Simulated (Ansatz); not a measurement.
# LaBi: which structure wins at one pressure

Aim: bring LaBi in several structures (rocksalt, CsCl, zincblende, anti NiAs, NiAs) to one pressure and rank them by enthalpy. The pressure is set by scaling the first phase. The runs shown use LAPW. Companion runs by PAW are cited.

Computed with Ansatz 0.2.0 (DFT, PBEsol, all-electron LAPW, scalar-relativistic, unless a step's input says otherwise).

## (1) The structure to begin with

It takes space group Fm-3m (No. 225, cubic). Conventional cell: a = 5.942 Å, b = 5.942 Å, c = 5.942 Å, α = 90.00°, β = 90.00°, γ = 90.00°. La (site symmetry m-3m) is surrounded by 6 Bi at 2.97 Å. Bi (site symmetry m-3m) is surrounded by 6 La at 2.97 Å.

As a file:

```xyz
2
Lattice="0.0000 2.9710 2.9710 2.9710 0.0000 2.9710 2.9710 2.9710 0.0000" Properties=species:S:1:pos:R:3 pbc="T T T"
La    0.0000    0.0000    0.0000
Bi    2.9710    2.9710    2.9710
```

Atoms are numbered in the order of the input: La1, Bi2.

## (2) Rocksalt relaxed under pressure, LAPW

File input.yaml:

```yaml
crystal:
  lattice:
    - [0.0, 2.9709852893, 2.9709852893]
    - [2.9709852893, 0.0, 2.9709852893]
    - [2.9709852893, 2.9709852893, 0.0]
  atoms:
    - { symbol: La, position: [0.0, 0.0, 0.0] }
    - { symbol: Bi, position: [0.5, 0.5, 0.5] }
kpoints:
  mp_grid: { grid: [12, 12, 12] }
scf:
  occupations: { method: fermi_dirac, width: 0.08 }
hamiltonian:
  xc: pbesol
  pseudopotentials: { kind: all_electron, lapw: { basis_error: 0.0005 } }
output:
  forces: true
  stress: true
  eigenvalues: true
relax:
  f_tol: 0.005
  max_steps: 12
  cell: { p_target: 29.0, stress_tol: 0.03 }
```

Run with:

```console
ansatz run input.yaml --threads 1 --pin off --max-ram 3584MiB --backend cpu --events-out ev --progress --plain --runs-dir out
```

Further steps of the session: CsCl relaxed under pressure, LAPW; Zincblende relaxed under pressure, LAPW; Anti NiAs at the cell that PAW relaxed, LAPW; NiAs at the cell that PAW relaxed, LAPW.

**Question.** What will these runs give? Wanted: pressure; lowest (for each run or level that gives them).

**Answer**, as computed:

| quantity | value |
| --- | --- |
| pressure | 29 GPa |
| lowest (LAPW) | CsCl, 145.6 meV/atom under NiAs |
| lowest (PAW) | CsCl, 145.2 meV/atom under NiAs |

In words: By LAPW the order is CsCl < NiAs < rocksalt < anti NiAs < zincblende. By PAW the order is CsCl < NiAs < rocksalt < anti NiAs < zincblende. The methods agree on the lowest phase. Only these structures were tried, with electrons smeared by 0.08 eV and without vibrations, so the true ground state may be another. The k meshes differ between phases and weren't tested, which can move differences by some meV. Spin-orbit coupling is left out, though the cell holds Bi; in elements this heavy it can shift bands and gaps by tenths of an eV.
